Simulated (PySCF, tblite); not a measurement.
# C₃H₆BFSe+ (doublet): geometry, infrared bands and EPR parameters

Aim: predict the infrared bands and EPR parameters of C₃H₆BFSe+ (doublet) (`B[C@@H]1C[C@H](F)[Se+]1`).

Programs: tblite 0.8.0 and PySCF 2.14.0, with density-fitted response routines of our own. Each step states its level of theory. These are calculated values for one molecule in the gas phase, unless marked as measured. Atoms count from 0, in the outputs and in this text.

## Step 1: The starting structure

12 atoms, charge 1, multiplicity 2; geometry from: force field or distance geometry start.

Bonds of the start (Å): B0–C1 1.59, C1–C2 1.47, C2–C3 1.50, C3–F4 1.39, C3–Se5 1.95, Se5–C1 1.94, B0–H6 1.19, B0–H7 1.19, C1–H8 1.10, C2–H9 1.11, C2–H10 1.10, C3–H11 1.11.

## Step 2: Geometry optimisation with GFN2-xTB

The job: settings as JSON, then the geometry in Å.

```
{"job": {"kind": "relax", "xc": "GFN2-xTB", "basis": "xTB"}, "charge": 1, "multiplicity": 2}
B      1.972200     0.342300    -0.115600
C      0.537700    -0.329100    -0.176800
C     -0.623400     0.554300    -0.385700
C     -1.489900    -0.442000     0.329800
F     -2.607800     0.142500     0.921100
Se    -0.063800    -0.813100     1.599600
H      2.165700     1.334100     0.503400
H      2.903600    -0.383800    -0.214300
H      0.519900    -1.210700    -0.833900
H     -0.942200     0.588800    -1.450300
H     -0.599800     1.561900     0.052900
H     -1.770900    -1.345800    -0.256300
```

Run with:

```
$ OMP_NUM_THREADS=1 python probes_run.py task.json out
```

One launch serves the whole session: the jobs run in the order shown.

What it wrote:

```text
step      E/eV     max force
  0    -491.82894    3.195
  1    -492.12874    1.334
  2    -492.23603    1.136
  3    -492.32500    0.709
  4    -492.37426    0.572
  5    -492.39722    0.425
  6    -492.41341    0.320
  7    -492.42691    0.300
  8    -492.43926    0.344
  9    -492.45425    0.409
 10    -492.46826    0.342
 11    -492.47848    0.272
 12    -492.48753    0.278
 13    -492.49724    0.293
 14    -492.50824    0.359
 15    -492.52037    0.350
 16    -492.52995    0.246
 17    -492.53523    0.198
 18    -492.53885    0.188
 19    -492.54285    0.204
 20    -492.54687    0.183
 21    -492.55073    0.174
 22    -492.55483    0.164
 23    -492.56019    0.222
 24    -492.56665    0.262
 25    -492.57285    0.223
 26    -492.57775    0.171
 27    -492.58157    0.132
 28    -492.58539    0.195
 29    -492.59019    0.233
 30    -492.59591    0.203
 31    -492.60176    0.229
 32    -492.60730    0.207
 33    -492.61169    0.211
 34    -492.60802    0.525
 35    -492.61719    0.153
 36    -492.61920    0.118
 37    -492.62368    0.126
 38    -492.62638    0.139
 39    -492.62981    0.141
 40    -492.63262    0.131
 41    -492.63562    0.157
 42    -492.63882    0.173
 43    -492.64356    0.202
 44    -492.64650    0.159
 45    -492.64937    0.122
 46    -492.65134    0.137
 47    -492.65284    0.109
 48    -492.65405    0.089
 49    -492.65543    0.099
 50    -492.65694    0.101
 51    -492.65816    0.137
 52    -492.65926    0.125
 53    -492.66048    0.095
 54    -492.66149    0.094
 55    -492.66203    0.067
 56    -492.66221    0.035
 57    -492.66231    0.025
 58    -492.66240    0.020
 59    -492.66247    0.020
 60    -492.66255    0.021
 61    -492.66261    0.020
 62    -492.66268    0.020
 63    -492.66275    0.020
 64    -492.66282    0.020
 65    -492.66287    0.021
 66    -492.66293    0.022
 67    -492.66298    0.019
 68    -492.66304    0.020
 69    -492.66309    0.022
 70    -492.66316    0.029
 71    -492.66325    0.034
 72    -492.66341    0.030
 73    -492.66364    0.036
 74    -492.66390    0.040
 75    -492.66412    0.035
 76    -492.66427    0.058
 77    -492.66440    0.034
 78    -492.66461    0.044
 79    -492.66509    0.053
 80    -492.66554    0.062
 81    -492.66596    0.067
 82    -492.66639    0.057
 83    -492.66679    0.048
 84    -492.66703    0.044
 85    -492.66716    0.033
 86    -492.66725    0.017
 87    -492.66728    0.016
 88    -492.66731    0.017
 89    -492.66734    0.013
 90    -492.66737    0.008
```

Run time: 0.38 s. Hardware: 1 thread of Arm Neoverse V2, shared host.

The steps of the relaxation: (not every step is listed)

```csv
step,energy from step 0 (eV),largest force (eV/Å)
0,0.0000,3.1950
1,-0.2998,1.3336
2,-0.4071,1.1361
3,-0.4961,0.7094
4,-0.5453,0.5722
5,-0.5683,0.4246
6,-0.5845,0.3201
7,-0.5980,0.2996
8,-0.6103,0.3443
15,-0.6914,0.3498
22,-0.7259,0.1640
29,-0.7613,0.2327
36,-0.7903,0.1177
43,-0.8146,0.2018
50,-0.8280,0.1009
57,-0.8334,0.0255
64,-0.8339,0.0203
71,-0.8343,0.0339
78,-0.8357,0.0440
85,-0.8382,0.0328
86,-0.8383,0.0173
87,-0.8383,0.0161
88,-0.8384,0.0172
89,-0.8384,0.0125
90,-0.8384,0.0081
```

Distances of close pairs at the start and the end, largest changes first:

```csv
bond,before (Å),after (Å),change (Å)
C3–Se5,1.945,2.020,+0.075
C3–F4,1.393,1.333,-0.061
C1–C2,1.474,1.531,+0.057
C1–Se5,1.937,1.975,+0.039
C2–C3,1.502,1.527,+0.026
B0–H7,1.185,1.163,-0.022
C2–H9,1.112,1.090,-0.022
B0–H6,1.185,1.164,-0.021
```

The end geometry stands in the next job.

## Step 3: Harmonic vibrations with GFN2-xTB

The job: settings as JSON, then the geometry in Å.

```
{"job": {"kind": "ir", "xc": "GFN2-xTB", "basis": "xTB"}, "charge": 1, "multiplicity": 2}
B      2.010088     0.373081     0.082438
C      0.632863    -0.349685    -0.211824
C     -0.658543     0.439224    -0.443590
C     -1.607383    -0.402095     0.407718
F     -2.303050     0.258570     1.332630
Se    -0.114006    -1.501179     1.208933
H      2.160958     1.428491    -0.384027
H      2.825728    -0.170777     0.707789
H      0.906977    -0.990700    -1.061795
H     -0.959838     0.523839    -1.487969
H     -0.600013     1.449323    -0.032995
H     -2.292583    -1.058778    -0.143336
```

What it wrote:

```text
mode    cm-1     km/mol
  1      53.0      0.97
  2     146.5      0.12
  3     230.0      3.35
  4     246.7      0.99
  5     304.5      3.47
  6     374.2      8.22
  7     427.7      5.37
  8     512.7      2.21
  9     572.2      1.04
 10     746.2     11.77
 11     768.2     75.36
 12     855.3     57.14
 13     876.2     61.25
 14     916.4     25.94
 15     987.7      6.20
 16    1013.3     83.77
 17    1048.3      6.10
 18    1094.4      7.33
 19    1121.7     30.36
 20    1142.3     51.03
 21    1165.8     87.35
 22    1232.6     15.77
 23    1275.3     66.48
 24    1440.2     39.42
 25    2679.2      2.11
 26    2750.1     16.83
 27    2864.1     13.76
 28    2884.6     13.01
 29    2997.5      3.71
 30    3012.2      3.27
```

It took 0.24 s on 1 thread of Arm Neoverse V2, shared host.

Which atoms move in the most intense modes:

```csv
cm⁻¹,km/mol,atoms
768,75.4,"H7 29 %, H6 27 %, B0 19 %, H8 16 %"
855,57.1,"H8 28 %, B0 21 %, C1 16 %, C2 12 %"
876,61.2,"H8 23 %, H9 22 %, C2 19 %, H10 13 %"
1013,83.8,"H11 62 %, C3 23 %"
1142,51.0,"C1 29 %, H9 26 %, H8 18 %, H10 12 %"
1166,87.3,"H11 37 %, C3 26 %, F4 19 %"
1275,66.5,"H10 31 %, C2 26 %, H9 18 %, C3 14 %"
1440,39.4,"H10 46 %, H9 45 %"
```

## Step 4: g tensor and hyperfine couplings: B3LYP/def2-TZVP-core+pcH-1

Settings changed since step 3:

```diff
@@ -1,2 +1,2 @@
-{"job": {"kind": "ir", "xc": "GFN2-xTB", "basis": "xTB"}, "charge": 1, "multiplicity": 2}
+{"job": {"kind": "epr", "basis": "pcH-1"}, "charge": 1, "multiplicity": 2}
 B      2.010088     0.373081     0.082438
```

Level: UKS B3LYP, def2-TZVP-core on Se, pcH-1 on B C F H, non-relativistic, mean-field spin-orbit, GIAO.

What it wrote:

```text
UKS, coarse grid
  cycle   1  E = -2643.76491642  |g| = 1.53e+00
  cycle   2  E = -2643.49565687  |g| = 1.14e+00
  cycle   3  E = -2643.69788333  |g| = 6.91e-01
  cycle   4  E = -2643.87384546  |g| = 1.26e-01
  cycle   5  E = -2643.87902599  |g| = 7.50e-02
  cycle   6  E = -2643.88183659  |g| = 2.29e-02
  cycle   7  E = -2643.88200726  |g| = 5.49e-03
  cycle   8  E = -2643.88203049  |g| = 1.83e-03
  cycle   9  E = -2643.88203431  |g| = 9.64e-04
UKS, final grid
  cycle   1  E = -2643.88209642  |g| = 1.28e-03
  cycle   2  E = -2643.88209452  |g| = 2.42e-03
  cycle   3  E = -2643.88209742  |g| = 2.05e-04
  cycle   4  E = -2643.88209745  |g| = 9.45e-05
  cycle   5  E = -2643.88209747  |g| = 5.90e-05
  cycle   6  E = -2643.88209747  |g| = 1.52e-05
E = -2643.88209747 Eh   <S^2> = 0.7537 (exact 0.7500)
g shifts (ppm)      1          2          3
  rmc          -250       -250       -250
  gc            -28         56         54
  oz_so        -397      91049     173531
  total        -617      90871     173412
hyperfine (MHz)  atom isotope    a_iso     a_fc   dipolar eigenvalues
    0   11B      21.61      21.84     -5.07     -4.32      9.39
    1   13C      -5.78      -8.97     -8.82     -6.60     15.42
    2   13C       5.29       5.05     -1.30     -0.36      1.66
    3   13C     -12.70     -13.60     -4.23     -0.11      4.35
    4   19F      42.38      32.68    -21.41    -13.22     34.63
    5  77Se      14.13      -0.67   -419.08   -393.63    812.71
    6    1H      20.03      20.09     -2.31     -1.21      3.52
    7    1H      -3.11      -3.12     -3.03     -1.11      4.14
    8    1H     103.11     102.93     -5.82     -2.99      8.82
    9    1H      -3.64      -3.72     -1.87     -1.49      3.36
   10    1H       4.38       4.31     -2.08     -1.69      3.77
   11    1H      49.42      49.51     -4.29     -1.03      5.31
```

Wall time 2.7 min (1 thread of Arm Neoverse V2, shared host); peak memory 1.1 GiB.

Principal g values 2.00170, 2.09319, 2.17573; g(iso) = 2.09021, against 2.00232 for a free electron.

Mean a(iso) over the nuclei that a row names, and the largest dipolar term of the row (other rows stand at the frozen geometry):

```csv
nuclei,isotope,a(iso) (MHz),"a(iso) (G, at g = 2.0023)",largest dipolar term (MHz)
H8,1H,103.1,36.8,8.8
H11,1H,49.4,17.6,5.3
F4,19F,42.4,15.1,34.6
B0,11B,21.6,7.7,9.4
Se5,77Se,14.1,5.0,812.7
C3,13C,-12.7,-4.5,4.3
"H6, H7",1H,8.5,3.0,4.1
C1,13C,-5.8,-2.1,15.4
C2,13C,5.3,1.9,1.7
H10,1H,4.4,1.6,3.8
H9,1H,-3.6,-1.3,3.4
```

Mulliken spin populations:

```csv
atom,value (e)
B0,0.04
C1,-0.01
C2,0.01
C3,-0.03
F4,0.00
Se5,0.92
H6,0.01
H7,0.00
H8,0.04
H9,0.00
H10,0.00
H11,0.02
```

In first order the couplings over 0.8 MHz of 1H, 19F, 11B give 384 distinct lines over 101.6 G, if the averaged nuclei exchange fast; the same motion can average rows kept apart here too.

The fields below are evaluated on a grid from the run's orbitals.

ELF in a plane through or near 6 of the atoms.

Values, 10 rows by 14 columns:
```
0.00 0.00 0.00 0.00 0.00 0.00 0.00 0.00 0.00 0.00 0.00 0.00 0.00 0.00
0.00 0.00 0.00 0.00 0.00 0.00 0.00 0.00 0.00 0.00 0.00 0.00 0.00 0.00
0.00 0.00 0.00 0.14 0.28 0.01 0.01 0.06 0.04 0.01 0.00 0.00 0.00 0.00
0.00 0.00 0.42 1.00 1.00 0.16 0.06 0.70 0.49 0.04 0.00 0.00 0.00 0.00
0.00 0.00 0.20 0.93 0.98 0.49 0.34 0.37 0.43 0.37 0.07 0.01 0.00 0.00
0.00 0.00 0.39 0.81 0.56 0.87 0.56 0.42 0.76 0.64 0.44 0.02 0.00 0.00
0.00 0.01 0.99 1.00 0.92 0.16 0.66 0.25 0.54 0.55 0.15 0.01 0.00 0.00
0.00 0.00 0.37 0.93 0.14 0.04 0.65 0.75 0.28 0.45 0.02 0.00 0.00 0.00
0.00 0.00 0.00 0.00 0.00 0.06 0.72 0.87 0.85 0.31 0.01 0.00 0.00 0.00
0.00 0.00 0.00 0.00 0.00 0.00 0.04 0.23 0.16 0.01 0.00 0.00 0.00 0.00
```
The map spans 10.6 Å across and 9.0 Å up, centred on the molecule. Atoms in the plane (x, y in Å): B0 (-2.0, -0.1), C2 (0.6, 0.7), C3 (1.7, -0.3), Se5 (0.4, -1.9), H6 (-2.4, 1.0), H7 (-2.7, -1.0).

On the surface of density 0.002 e/bohr³ the electrostatic potential runs, from the 1st to the 99th percentile, from 3.03 V near F4 to 6.48 V near B0.

The spin density lies nearest to Se5 78 %.

## Step 5: Results

| quantity | value |
| --- | --- |
| strongest single infrared mode (GFN2-xTB) | 1166 cm⁻¹, 87 km/mol |
| zero-point energy (GFN2-xTB) | 51.1 kcal/mol |
| g(iso) (B3LYP) | 2.09021 |
| ⟨S²⟩ | 0.754 (exact 0.75) |
| largest a(iso) (averaged by class) | 1H on H8, 103.1 MHz |

**Reading.** Over 90 steps the energy fell by 0.838 eV; of the close pairs, C3–Se5 changed most, 1.945 to 2.020 Å. No mode is imaginary among the 30: a minimum at this level. The strongest single mode, at 1166 cm⁻¹, is spread over several atoms, H11, C3, F4 among them. Unscaled tight-binding wavenumbers are off by several per cent, some by more. Its intensities can rank the bands wrongly. Most of the unpaired spin sits on Se5 (0.92 e). The isotropic g lies 87.9 ppt above the free-electron value. The hyperfine terms hold no scalar relativity, which the heavier nuclei need.
